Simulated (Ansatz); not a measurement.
Nb in Ansatz: convergence with k mesh

Slab: Nb, a slab with vacuum.

```
Nb
1.0
     2.88205    0.00000    0.00000
    -0.96068    2.71722    0.00000
     0.00000    0.00000   24.41272
Nb
5
Direct
  0.50000 0.50000 0.30722
  0.00000 0.00000 0.40361
  0.50000 0.50000 0.50000
  0.00000 0.00000 0.59639
  0.50000 0.50000 0.69278
```

The slab is cut from a database's or a generator's crystal, which needn't be the stable form of the element.

```yaml
Program: Ansatz 0.2.0
Task: convergence study
Functional: PBE
Potentials_or_basis: Ansatz NC
Cutoff: "1116 eV (not typed: the program's choice for these potentials)"
k_mesh: 3 × 3 × 1
Occupations: fermi-dirac, width 0.1 eV
Spin: no spin polarisation
```

These are the settings of the first run; the series varies k mesh, with any setting tied to it.

Hardware: 4 threads of Intel(R) Xeon(R) Processor @ 2.70GHz (shared host).

The values tried are 3 × 3 × 1, 4 × 4 × 1, 5 × 5 × 1, 6 × 6 × 1, 7 × 7 × 1, 9 × 9 × 1, 11 × 11 × 1, 13 × 13 × 1, 16 × 16 × 1, loosest first. From which on does the energy stay within 1 meV/atom of the tightest run that finished?

From 9 × 9 × 1 on.

```
     k mesh  energy less the tightest run, at zero smearing (meV/atom)  largest force (eV/Å)  SCF cycles  CPU time (s)  peak memory (GiB)
  3 × 3 × 1                                                     -78.41                 0.458          10            39                1.5
  4 × 4 × 1                                                      33.28                 0.481           9            60                1.7
  5 × 5 × 1                                                       8.36                 0.550           8            65                1.8
  6 × 6 × 1                                                       4.16                 0.542           9            99                1.9
  7 × 7 × 1                                                       2.15                 0.541           9           110                1.9
  9 × 9 × 1                                                      -0.25                 0.489           8           180                2.2
11 × 11 × 1                                                      -0.67                 0.535           9           290                2.5
13 × 13 × 1                                                       0.55                 0.507           9           360                2.8
16 × 16 × 1                                                       0.00                 0.515           8           550                3.2
```

Not settled before the last step: the largest force (to 0.005 eV/Å). Meshes of other sizes hit other points, so gaps and Fermi surfaces needn't settle smoothly. The tightest run that finished is the yardstick and may itself not be fully converged.
